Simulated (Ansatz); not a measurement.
# TaN: the cost of one run

Computed with Ansatz 0.2.0 (DFT LDA+U (U_eff = 8 eV on Ta d), plane waves, PAW, no spin–orbit coupling unless a run says so, unless a step's input says otherwise).

2 further runs of the same task are left out: 2 that didn't finish.

## (1) The structure to begin with

The structure is hexagonal, space group P-62m (No. 189). The conventional cell has a = 5.196 Å, b = 5.196 Å, c = 2.911 Å, α = 90.00°, β = 90.00°, γ = 120.00°. Ta (site symmetry -6) is surrounded by 6 N at 2.16 Å. Ta (site symmetry -62m) has 3 N at 2.04 Å as nearest neighbours. Around N (site symmetry m2m) lie 5 Ta at 2.04 to 2.16 Å.

As a file:

```
CELL_PARAMETERS angstrom
5.19600 0.00000 0.00000
-2.59800 4.49987 0.00000
0.00000 0.00000 2.91100
ATOMIC_POSITIONS crystal
Ta 0.33333 0.66667 0.50000
Ta 0.66667 0.33333 0.50000
Ta 0.00000 0.00000 0.00000
N 0.39285 0.00000 0.00000
N 0.60715 0.60715 0.00000
N 0.00000 0.39285 0.00000
```

An earlier series on this cell reached its lowest free state from «ferromagnetic start, free, natural orbitals of the symmetric run filled by rank», perhaps among other starts.

## (2) Antiferromagnetic site moments held at first, then free

The input, input.yaml:

```yaml
crystal:
  lattice:
    - [5.19600015, 0.0, 0.0]
    - [-2.59800008, 4.49986813, 0.0]
    - [0.0, 0.0, 2.9109996]
  atoms:
    - { symbol: Ta, position: [0.3333333333, 0.6666666667, 0.5], spin: 2.0 }
    - { symbol: Ta, position: [0.6666666667, 0.3333333333, 0.5], spin: -2.0 }
    - { symbol: Ta, position: [0.0, 0.0, 0.0], spin: 2.0 }
    - { symbol: "N", position: [0.39285, 0.0, 0.0] }
    - { symbol: "N", position: [0.60715, 0.60715, 0.0] }
    - { symbol: "N", position: [0.0, 0.39285, 0.0] }
basis:
  ecutwfc: 420
  ecutrho_ratio: 4
kpoints:
  mp_grid: { grid: [4, 4, 6] }
hamiltonian:
  xc: lda
  hubbard:
    sites:
      - { site: 0, l: d, u_eff: 8.0, starting_ns: [{ spin: up, occupation_matrix: s0up }, { spin: down, occupation_matrix: s0down }] }
      - { site: 1, l: d, u_eff: 8.0, starting_ns: [{ spin: up, occupation_matrix: s1up }, { spin: down, occupation_matrix: s1down }] }
      - { site: 2, l: d, u_eff: 8.0, starting_ns: [{ spin: up, occupation_matrix: s2up }, { spin: down, occupation_matrix: s2down }] }
    occupation_matrices:
      s0up:
        matrix:
          - [0.97, 0.0, 0.0, 0.00104, 0.00011]
          - [0.0, 0.02, 0.0, 0.0, 0.0]
          - [0.0, 0.0, 0.02, 0.0, 0.0]
          - [0.00104, 0.0, 0.0, 0.03007, -0.0973]
          - [0.00011, 0.0, 0.0, -0.0973, 0.95993]
      s0down:
        matrix:
          - [0.02, 0.0, 0.0, 0.0, 0.0]
          - [0.0, 0.02, 0.0, 0.0, 0.0]
          - [0.0, 0.0, 0.02, 0.0, 0.0]
          - [0.0, 0.0, 0.0, 0.02, 0.0]
          - [0.0, 0.0, 0.0, 0.0, 0.02]
      s1up:
        matrix:
          - [0.02, 0.0, 0.0, 0.0, 0.0]
          - [0.0, 0.02, 0.0, 0.0, 0.0]
          - [0.0, 0.0, 0.02, 0.0, 0.0]
          - [0.0, 0.0, 0.0, 0.02, 0.0]
          - [0.0, 0.0, 0.0, 0.0, 0.02]
      s1down:
        matrix:
          - [0.97, 0.0, 0.0, 0.00104, -0.00011]
          - [0.0, 0.02, 0.0, 0.0, 0.0]
          - [0.0, 0.0, 0.02, 0.0, 0.0]
          - [0.00104, 0.0, 0.0, 0.03007, 0.0973]
          - [-0.00011, 0.0, 0.0, 0.0973, 0.95993]
      s2up:
        matrix:
          - [0.97, 0.0, 0.0, 0.0, 0.0]
          - [0.0, 0.97, 0.0, 0.0, 0.0]
          - [0.0, 0.0, 0.02, 0.0, 0.0]
          - [0.0, 0.0, 0.0, 0.02, 0.0]
          - [0.0, 0.0, 0.0, 0.0, 0.02]
      s2down:
        matrix:
          - [0.02, 0.0, 0.0, 0.0, 0.0]
          - [0.0, 0.02, 0.0, 0.0, 0.0]
          - [0.0, 0.0, 0.02, 0.0, 0.0]
          - [0.0, 0.0, 0.0, 0.02, 0.0]
          - [0.0, 0.0, 0.0, 0.0, 0.02]
    ns_hold: { iters: 8 }
scf:
  occupations: { method: gaussian, width: 0.05 }
  lower_state_search: "off"
  max_iter: 150
output:
  forces: true
  stress: true
  eigenvalues: true
  populations: true
  hubbard: { sites: [{ site: 0, l: d }, { site: 1, l: d }, { site: 2, l: d }] }
magnetization:
  spin_polarized: true
  spin_locking: { lock_spins: true, n_iters: 12 }
```

The typed matrices put 0.97 on the chosen orbitals and 0.02 on the others, and are held for 8 cycles. The lock is temporary (n_iters 12) and is released on the way.

The run is started by

```bash
ansatz run input.yaml --threads 4 --pin off --max-ram 6144MiB --backend cpu --events-out ev --progress --plain --runs-dir out
```

What time and memory should one allow on 4 threads of Arm Neoverse V1, shared host?

About 52 s, with a peak of 0.49 GiB.
